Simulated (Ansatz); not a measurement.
# AlCo: the cost of one run

Program: Ansatz 0.2.0, driven from Python. Level of theory: DFT PBE, plane waves, PAW. These are calculated values, not measurements.

## Step 1: The system

The structure is cubic, space group Pm-3m (No. 221). The conventional cell has a = 2.819 Å, b = 2.819 Å, c = 2.819 Å, α = 90.00°, β = 90.00°, γ = 90.00°. Around Al (site symmetry m-3m) lie 8 Co at 2.44 Å. Co (site symmetry m-3m) has 8 Al at 2.44 Å as nearest neighbours.

No structure file is read: the coordinates are typed or built in the script.

## Step 2: Script

run_kconv.py reads:

```python
"""k-point test for AlCo."""

import ansatz
import matplotlib.pyplot as plt

structure = (
    ansatz.Lattice.cubic(2.8194)
    .space_group(221)
    .atom("Al", (0.0, 0.0, 0.0))
    .atom("Co", (0.5, 0.5, 0.5))
    .moments(Co=2.5)
)

setup = structure.calculation()
setup = setup.basis(41 * ansatz.Ry)
setup = setup.occupations("Fermi-Dirac", width=0.15)
setup = setup.spin("collinear")
setup = setup.functional(ansatz.Functional.PBE).stress()

rows = []
for value in [(3, 3, 3), (4, 4, 4), (5, 5, 5), (6, 6, 6), (8, 8, 8), (10, 10, 10)]:
    summary = setup.kpoints(mesh=value).run().report
    rows.append((value, summary["free_energy_ev"] / len(summary["lattice"]["sites"]), summary["n_iterations"], sum(summary["stress_gpa"][i][i] for i in range(3)) / 3, summary["magnetization_mub"], summary["n_kpoints"]))

print("        mesh   F/atom (eV)    iterations       P (GPa)  moment (muB)      k-points")
for row in rows:
    print(f"{str(row[0]):>12s}  {row[1]:12.5f}  {row[2]:12d}  {row[3]:12.3f}  {row[4]:12.3f}  {row[5]:12d}")

# the last row is the reference
for row in rows[:-1]:
    shift = 1000 * (row[1] - rows[-1][1])
    print(f"{row[0]}: {shift:+.2f} meV/atom" + ("  (within 1 meV)" if abs(shift) < 1 else ""))
plt.figure(figsize=(4.5, 3))
plt.plot([str(row[0]) for row in rows], [1000 * (row[1] - rows[-1][1]) for row in rows], "o-")
plt.xlabel("mesh")
plt.ylabel("F - F(last) (meV/atom)")
plt.tight_layout()
plt.savefig("kconv.png", dpi=100)
```

## Step 3: The run

Command:

```console
$ python run_kconv.py
```

**Question.** How long does this script take on 1 thread of Arm Neoverse N1, shared host, and how much memory does it need?

About 29 s, with a peak of 0.44 GiB.
